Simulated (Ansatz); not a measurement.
**CH8B2Si: a ladder of functionals and wavefunction methods**

Aim: compute CH8B2Si with functionals from several rungs and with coupled cluster. The yardstick is the atomisation energy at the CCSD(T) limit.

Program: Ansatz 0.2.0, Gaussian basis. Level of theory: functionals in def2-TZVPP, the program's frozen cores in correlated methods. These are calculated values, not measurements.

The runs, in order: LDA (SPW92), PBE-D4, revPBE-D4, BLYP-D4, r2SCAN-D4, B97M-V, PBE0-D4, B3LYP-D4, r2SCANh-D4, r2SCAN0-D4, HSE06-D4, BHLYP-D4, CAM-B3LYP-D4, LC-ωPBE, ωB97X-V, ωB97M-V, B2PLYP, PBE-QIDH; CCSD(T)/def2-SVP; CCSD(T)/def2-TZVPP; MP2/def2-QZVPP; extrapolation to the limit; RPA on PBE.

## Step 1: Structure used throughout

The geometry comes from an earlier relaxation with PBE0-D4 in a triple-zeta def2 set; it is a stationary point, not always the lowest conformer.

12 atoms, charge 0, spin multiplicity 1.

Atoms are counted from 1 here; the program's logs count them from 0.

Bond lengths: B1–B2 1.539 Å, B1–Si4 2.121 Å, B1–H5 1.204 Å, B1–H6 1.204 Å, B2–C3 1.521 Å, C3–H7 1.095 Å, C3–H8 1.097 Å, C3–H9 1.092 Å, Si4–H10 1.492 Å, Si4–H11 1.486 Å, Si4–H12 1.492 Å. Angles: B2–B1–Si4 81.6°, B2–B1–H5 118.5°, B2–B1–H6 119.7°, Si4–B1–H5 101.2°, Si4–B1–H6 101.4°, H5–B1–H6 119.7°, B1–B2–C3 172.5°, B2–C3–H7 110.8°, B2–C3–H8 109.2°, B2–C3–H9 112.3°, H7–C3–H8 106.9°, H7–C3–H9 108.9°, H8–C3–H9 108.5°, B1–Si4–H10 116.1°, B1–Si4–H11 102.4°, B1–Si4–H12 115.6°, H10–Si4–H11 107.7°, H10–Si4–H12 106.6° and more.

## Step 2: LDA

This LDA is Slater exchange with PW92 correlation.

Input file in.yaml:

```yaml
crystal:
  periodic: [false, false, false]
  atoms:
    - {symbol: B, position_ang: [0.148051, 1.496220, -0.277129]}
    - {symbol: B, position_ang: [-0.372559, 0.454909, 0.729793]}
    - {symbol: C, position_ang: [-0.805778, -0.710452, 1.605657]}
    - {symbol: Si, position_ang: [0.676365, -0.258729, -1.344038]}
    - {symbol: H, position_ang: [1.230217, 1.988964, -0.085408]}
    - {symbol: H, position_ang: [-0.618663, 2.019559, -1.043101]}
    - {symbol: H, position_ang: [-1.418509, -1.417757, 1.036479]}
    - {symbol: H, position_ang: [0.082616, -1.257213, 1.943647]}
    - {symbol: H, position_ang: [-1.365943, -0.383600, 2.484673]}
    - {symbol: H, position_ang: [1.651529, -1.166370, -0.671442]}
    - {symbol: H, position_ang: [1.334283, 0.291330, -2.558110]}
    - {symbol: H, position_ang: [-0.464606, -1.111961, -1.787021]}
basis:
  gaussian: {orbitals: def2-TZVPP}
hamiltonian: {xc: lda}
output: {orbitals: {seedname: orbitals}}
```

Run with:

```console
ansatz run in.yaml --threads 2 --pin off --events-out ev --progress --plain --max-ram 4352MiB
```

After this run come: PBE-D4 (GGA); revPBE-D4 (GGA); BLYP-D4 (GGA); r2SCAN-D4 (meta-GGA); B97M-V (meta-GGA); B3LYP-D4 (hybrid); r2SCANh-D4 (hybrid); r2SCAN0-D4 (hybrid); HSE06-D4 (hybrid); BHLYP-D4 (hybrid); CAM-B3LYP-D4 (range-separated); LC-ωPBE (range-separated); ωB97X-V (range-separated); ωB97M-V (range-separated); B2PLYP (double hybrid); PBE-QIDH (double hybrid); CCSD(T) in def2-SVP; CCSD(T) in def2-TZVPP; MP2 in def2-QZVPP; RPA on PBE orbitals.

Before running them: what should the planned runs give, taken together? Wanted: atomisation energy, CCSD(T)/CBS; farthest beyond LDA; mean size of error, GGA; mean size of error, meta-GGA; mean size of error, hybrid; mean size of error, range-separated; mean size of error, double hybrid; gap, smallest and largest; T1 diagnostic.

As calculated:

| quantity | value |
| --- | --- |
| atomisation energy, CCSD(T)/CBS | 4032.0 kJ/mol |
| functionals within 20.2 kJ/mol (0.5 %) | revPBE-D4, BLYP-D4, LC-ωPBE, B2PLYP, PBE-QIDH |
| farthest beyond LDA | B97M-V (+76.2 kJ/mol) |
| mean size of error, GGA | 26.1 kJ/mol |
| mean size of error, meta-GGA | 70.9 kJ/mol |
| mean size of error, hybrid | 39.2 kJ/mol |
| mean size of error, range-separated | 31.5 kJ/mol |
| mean size of error, double hybrid | 13.1 kJ/mol |
| gap, smallest and largest | 3.66 eV (LDA (SPW92)), 10.52 eV (LC-ωPBE) |
| T1 diagnostic | 0.0138 |
| triples share of the correlation energy | 3.9 % |

What this shows: The LDA atomisation energy is off by 516.9 kJ/mol (13 %): it overbinds. PBE-D4 is off by +71.1 kJ/mol. Double hybrids carry the basis error of their MP2 part in triple zeta, and no dispersion term here, so their miss is partly the set-up's. Taken by rung, double hybrid functionals do best (13.1 kJ/mol on average) and meta-GGA ones worst beyond LDA (70.9 kJ/mol). Misses under about 20.2 kJ/mol are within the doubt on the reference itself, which lacks core-valence correlation, relativity and higher excitations. Hartree-Fock recovers 78 % of the binding; the rest is correlation. CCSD(T) in def2-SVP is off by -181.9 kJ/mol, so the small basis spoils what the method gains. Orbital gaps span 3.7 to 10.5 eV; exact exchange widens them.
